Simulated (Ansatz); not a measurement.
# F₂GeH₄OSi: ionisation energy by level of theory

The task here is to estimate one member of a computed series from the others.

The runs use Ansatz 0.2.0, Gaussian basis; unrestricted cation, the program's frozen cores in correlated methods.

Levels to be run: UKS PBE-D4/def2-TZVPP; UKS r2SCAN-D4/def2-TZVPP; UKS PBE0-D4/def2-TZVPP; UKS B3LYP-D4/def2-TZVPP; UKS wB97X-V/def2-TZVPP; UKS wB97M-V/def2-TZVPP; UKS B2PLYP/def2-TZVPP; UHF-CCSD(T)/def2-TZVPP; UHF-MP2/def2-QZVPP; extrapolation to the limit; then −ε(HOMO) from the neutral's earlier runs with LDA (SPW92), PBE-D4, revPBE-D4, BLYP-D4, r2SCAN-D4, B97M-V, PBE0-D4, B3LYP-D4, r2SCANh-D4, r2SCAN0-D4, HSE06-D4, BHLYP-D4, CAM-B3LYP-D4, LC-ωPBE, ωB97X-V, ωB97M-V.

1 further run of the same task is left out (it didn't finish).

### The geometry

The geometry comes from an earlier relaxation with PBE0-D4 in a triple-zeta def2 set; it is a stationary point, not always the lowest conformer.

SMILES `[F][GeH]([F])[O][SiH3]`, 9 atoms, charge 0, spin multiplicity 1.

Atoms are counted from 1 here; the program's logs count them from 0.

Bond lengths: F1–Ge2 1.717 Å, Ge2–F3 1.718 Å, Ge2–O4 1.730 Å, Ge2–H6 1.517 Å, O4–Si5 1.652 Å, Si5–H7 1.485 Å, Si5–H8 1.483 Å, Si5–H9 1.483 Å. Angles: F1–Ge2–F3 104.7°, F1–Ge2–O4 108.4°, F1–Ge2–H6 111.1°, F3–Ge2–O4 108.3°, F3–Ge2–H6 111.3°, O4–Ge2–H6 112.7°, Ge2–O4–Si5 137.1°, O4–Si5–H7 110.5°, O4–Si5–H8 107.9°, O4–Si5–H9 108.9°, H7–Si5–H8 110.0°, H7–Si5–H9 109.7°, H8–Si5–H9 109.8°.

As a file:

```mol
F2GeH4OSi
  3D, bonds by distance, orders not assigned

  9  8  0  0  0  0  0  0  0  0999 V2000
    1.7817   -1.2967   -1.0791 F   0  0
    1.4979   -0.3864    0.3492 Ge  0  0
    2.0684    1.1919   -0.0194 F   0  0
   -0.2096   -0.3002    0.6102 O   0  0
   -1.5273    0.3017   -0.1841 Si  0  0
    2.2418   -0.9781    1.5314 H   0  0
   -1.1725    0.6634   -1.5796 H   0  0
   -2.5771   -0.7451   -0.1822 H   0  0
   -2.0148    1.5030    0.5365 H   0  0
  1  2  8  0
  2  3  8  0
  2  4  8  0
  4  5  8  0
  2  6  8  0
  5  7  8  0
  5  8  8  0
  5  9  8  0
M  END
```

The first run:

in.yaml

```yaml
crystal:
  periodic: [false, false, false]
  atoms:
    - {symbol: F, position_ang: [1.781724, -1.296709, -1.079123]}
    - {symbol: Ge, position_ang: [1.497939, -0.386371, 0.349209]}
    - {symbol: F, position_ang: [2.068375, 1.191904, -0.019415]}
    - {symbol: O, position_ang: [-0.209627, -0.300153, 0.610195]}
    - {symbol: Si, position_ang: [-1.527291, 0.301746, -0.184112]}
    - {symbol: H, position_ang: [2.241763, -0.978120, 1.531401]}
    - {symbol: H, position_ang: [-1.172480, 0.663432, -1.579573]}
    - {symbol: H, position_ang: [-2.577051, -0.745071, -0.182214]}
    - {symbol: H, position_ang: [-2.014752, 1.503042, 0.536532]}
basis:
  gaussian: {orbitals: def2-TZVPP}
total_charge: 1
magnetization: {spin_polarized: true, initial_magnetization: 1}
hamiltonian: {xc: pbe, dispersion: d4}
```

The run is started by

```bash
ansatz run in.yaml --threads 2 --pin off --events-out ev --progress --plain --max-ram 32768MiB --backend cpu
```

Steps of the session up to this table: Cation, UKS PBE-D4/def2-TZVPP; Cation, UKS r2SCAN-D4/def2-TZVPP; Cation, UKS PBE0-D4/def2-TZVPP; Cation, UKS B3LYP-D4/def2-TZVPP; Cation, UKS wB97X-V/def2-TZVPP; Cation, UKS wB97M-V/def2-TZVPP; Cation, UKS B2PLYP (frozen core)/def2-TZVPP; Cation, UHF-CCSD(T)/def2-TZVPP; Cation, UHF-MP2/def2-QZVPP.

One table of the session follows, with a row left open; its other results are not shown here.

For comparison, −ε(HOMO) of the neutral from earlier runs:

| functional | −ε(HOMO) (eV) |
| --- | --- |
| LDA (SPW92) | 7.87 |
| PBE-D4 | 7.78 |
| revPBE-D4 | 7.74 |
| BLYP-D4 | 7.70 |
| r2SCAN-D4 | 8.16 |
| B97M-V | 8.25 |
| PBE0-D4 | 9.25 |
| B3LYP-D4 | 9.04 |
| r2SCANh-D4 | ? |
| r2SCAN0-D4 | 9.50 |
| HSE06-D4 | 8.84 |
| BHLYP-D4 | 10.65 |
| CAM-B3LYP-D4 | 10.69 |
| LC-ωPBE | 12.05 |
| ωB97X-V | 11.71 |
| ωB97M-V | 11.55 |

Estimate the missing values for r2SCANh-D4.

Worked estimate for «−ε(HOMO) (eV)». Against the share of exact exchange, r2SCAN-D4 (0, 8.16), r2SCAN0-D4 (0.25, 9.50) give a slope of 5.36 per unit share; at 0.1 the line stands at 8.70.

The run gave: −ε(HOMO) (eV): 8.69. In «−ε(HOMO) (eV)» the line misses by +0.01.

To keep in mind: The cation may have settled in a state other than its lowest; no search over hole states beyond the program's own was made.
